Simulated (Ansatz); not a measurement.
# C3H5AlS: a ladder of functionals and wavefunction methods

The task here is to estimate one member of a computed series from the others.

Computed with Ansatz 0.2.0, Gaussian basis. Level: functionals in def2-TZVPP, the program's frozen cores in correlated methods.

The runs, in order: PBE-D4, r2SCAN-D4, PBE0-D4, B3LYP-D4, ωB97X-V, ωB97M-V, B2PLYP; CCSD(T)/def2-TZVPP; MP2/def2-QZVPP; extrapolation to the limit.

## Structure used throughout

An earlier PBE0-D4 in a triple-zeta def2 set relaxation fixed the geometry.

SMILES `CSC#[C][AlH2]`, 10 atoms, charge 0, spin multiplicity 1.

Atoms are counted from 1 here; the program's logs count them from 0.

Bond lengths: C1–S2 1.808 Å, C1–H6 1.089 Å, C1–H7 1.089 Å, C1–H8 1.091 Å, S2–C3 1.662 Å, C3–C4 1.223 Å, C4–Al5 1.891 Å, Al5–H9 1.582 Å, Al5–H10 1.581 Å. Angles: S2–C1–H6 110.3°, S2–C1–H7 110.3°, S2–C1–H8 106.0°, H6–C1–H7 110.6°, H6–C1–H8 109.7°, H7–C1–H8 109.7°, C1–S2–C3 101.3°, S2–C3–C4 177.4°, C3–C4–Al5 179.8°, C4–Al5–H9 118.6°, C4–Al5–H10 119.0°, H9–Al5–H10 122.3°.

The first run:

The input, in.yaml:

```yaml
crystal:
  periodic: [false, false, false]
  atoms:
    - {symbol: C, position_ang: [-1.802884, -1.646330, -0.018682]}
    - {symbol: S, position_ang: [-0.183716, -1.849530, -0.797995]}
    - {symbol: C, position_ang: [0.544627, -0.404916, -0.415960]}
    - {symbol: C, position_ang: [1.126359, 0.640945, -0.162451]}
    - {symbol: Al, position_ang: [2.018793, 2.260218, 0.232765]}
    - {symbol: H, position_ang: [-2.327084, -0.796712, -0.452531]}
    - {symbol: H, position_ang: [-1.691508, -1.519833, 1.056710]}
    - {symbol: H, position_ang: [-2.354265, -2.564054, -0.226210]}
    - {symbol: H, position_ang: [1.256188, 3.359630, 1.076644]}
    - {symbol: H, position_ang: [3.496489, 2.469382, -0.289291]}
basis:
  gaussian: {orbitals: def2-TZVPP}
hamiltonian: {xc: pbe, dispersion: d4}
output: {forces: true, orbitals: {seedname: orbitals}}
```

Started as:

```
$ ansatz run in.yaml --threads 4 --pin off --events-out ev --progress --plain --max-ram 10444MiB
```

Among the steps run: PBE-D4 (GGA); r2SCAN-D4 (meta-GGA); PBE0-D4 (hybrid); B3LYP-D4 (hybrid); ωB97X-V (range-separated); ωB97M-V (range-separated); B2PLYP (double hybrid); CCSD(T) in def2-TZVPP; MP2 in def2-QZVPP.

One of the session's tables, all rows but one given; the rest of the session is left out.

```
            method  atomisation energy (kcal/mol)
            PBE-D4                          899.2
         r2SCAN-D4                          883.4
           PBE0-D4                          881.7
          B3LYP-D4                          877.1
           ωB97X-V                              ?
           ωB97M-V                          880.2
            B2PLYP                          869.3
     HF/def2-TZVPP                          637.2
    MP2/def2-TZVPP                          872.2
   CCSD/def2-TZVPP                          836.2
CCSD(T)/def2-TZVPP                          852.7
           MP2/CBS                          895.7
       CCSD(T)/CBS                          876.2
```

Q: Estimate the row for ωB97X-V from the others.

**Answer.** atomisation energy (kcal/mol): 878.2. In the column «atomisation energy (kcal/mol)» it lies between B3LYP-D4 (877.1) and ωB97M-V (880.2).

To keep in mind: Free atoms (3 C, 1 S, 1 Al, 5 H) were run apart at each level; the atomisation energy is their sum less the molecule, without zero-point or spin-orbit terms.
